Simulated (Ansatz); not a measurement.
Crystal: BiTe.

```
Bi Te
1.0
     0.00000    3.23500    3.23500
     3.23500    0.00000    3.23500
     3.23500    3.23500    0.00000
Bi Te
1 1
Direct
  0.00000 0.00000 0.00000
  0.50000 0.50000 0.50000
```

- Program: Ansatz 0.2.0
- Task: relaxation of cell and atoms
- Functional: revPBE
- Dispersion: D4
- Potentials or basis: Ansatz PAW
- Cutoff: 420 eV (not typed: the program's choice for these potentials)
- k mesh: 7 × 7 × 7
- Occupations: fermi-dirac, width 0.05 eV
- Spin: no spin polarisation

At the start: volume 33.86 Å³/atom.

Problem. Where does the relaxation end?

Solution. It ends after 5 steps and the volume is 32.72 Å³/atom (-3.3 %); space group Fm-3m (No. 225, to 0.05 Å).

The path:
| step | energy change (eV) | largest force (eV/Å) | volume (Å³) |
| --- | --- | --- | --- |
| 1 | 0.0000 | 0.0000 | 67.71 |
| 2 | -0.0099 | 0.0000 | 64.40 |
| 3 | -0.0125 | 0.0000 | 65.51 |
| 4 | -0.0125 | 0.0000 | 65.45 |
| 5 | -0.0121 | 0.0000 | 65.45 |

Final structure:
```
Bi Te
1.0
     0.00000    3.19856    3.19856
     3.19856    0.00000    3.19856
     3.19856    3.19856    0.00000
Bi Te
1 1
Direct
  0.00000 0.00000 0.00000
  0.50000 0.50000 0.50000
```

Caveat: the plane-wave basis is chosen anew once the cell has moved, so the energies of steps on either side of that aren't comparable; pairwise dispersion overbinds metals, which lowers pressure and volume; the PAW data sets come from PBE, with cores solved anew for the run's functional, which leaves a small shift of forces and pressure.
